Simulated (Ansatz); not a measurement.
# ClH4NSi: the cost of one run

The runs use Ansatz 0.2.0, Gaussian basis; PBE0-D4/def2-TZVP structures, single points in def2-TZVPP, no counterpoise correction.

Levels: SPW92, PBE-D4, BLYP-D4, r2SCAN-D4, B97M-V, PBE0-D4, B3LYP-D4, r2SCAN0-D4, BHLYP-D4, CAM-B3LYP-D4, wB97X-V, wB97M-V, B2PLYP, PBE-QIDH, RPA on PBE, Hartree-Fock, MP2, CCSD, CCSD(T).

Correlated methods freeze the cores. B3LYP uses VWN-RPA correlation. B2PLYP carries no dispersion term here.

113 further runs of the same task are left out: 113 set aside as unsound or not needed.

**1. The system as given**

The complex: 11 atoms, charge 0, spin multiplicity 1.

Atoms are counted from 1 here; the program's logs count them from 0.

Bond lengths: Si1–H3 1.475 Å, Si1–H4 1.475 Å, Si1–Cl5 2.057 Å, Si1–N7 1.736 Å, H2–H8 0.748 Å, H6–F9 0.952 Å, N7–H10 1.013 Å, N7–H11 1.013 Å. Angles: H3–Si1–H4 114.1°, H3–Si1–Cl5 107.6°, H3–Si1–N7 107.5°, H4–Si1–Cl5 107.6°, H4–Si1–N7 107.5°, Cl5–Si1–N7 112.8°, Si1–N7–H10 115.8°, Si1–N7–H11 115.9°, H10–N7–H11 108.6°.

Geometry (Å):

```xyz
11
charge 0, multiplicity 1
Si   -0.1412   -0.4782    1.1125
H    -1.6047   -1.4819   -2.1659
H     0.3946   -1.6761    0.4395
H    -1.5573   -0.2004    0.8079
Cl    0.0088   -0.7869    3.1409
H     0.5674    0.9996   -1.1272
N     0.7863    0.8855    0.5687
H    -1.1608   -0.8966   -2.3072
F     0.4276    1.0362   -2.0686
H     0.4892    1.7885    0.9182
H     1.7900    0.8105    0.6813
```

Its parts: ClH4NSi holds atoms 1, 3, 4, 5, 7, 10, 11; H2 holds atoms 2, 8; HF holds atoms 6, 9. Each part counts its atoms afresh in its own runs.

**2. Relaxing ClH4NSi alone**

relax-a/in.yaml

```yaml
crystal:
  periodic: [false, false, false]
  atoms:
    - {symbol: Si, position_ang: [-0.141220, -0.478195, 1.112475]}
    - {symbol: H, position_ang: [0.394617, -1.676139, 0.439487]}
    - {symbol: H, position_ang: [-1.557261, -0.200436, 0.807896]}
    - {symbol: Cl, position_ang: [0.008788, -0.786884, 3.140930]}
    - {symbol: N, position_ang: [0.786259, 0.885457, 0.568745]}
    - {symbol: H, position_ang: [0.489238, 1.788530, 0.918229]}
    - {symbol: H, position_ang: [1.790031, 0.810492, 0.681341]}
basis:
  gaussian: {orbitals: def2-TZVP}
hamiltonian: {xc: pbe0, dispersion: d4}
relax: {f_tol: 0.005, max_steps: 200}
```

Launch:

```
$ ansatz run in.yaml --threads 4 --pin off --events-out ev --progress --plain --max-ram 9574MiB
```

**Question.** How long does this run take on 4 threads of Arm Neoverse V2, shared host?

About 8 s.
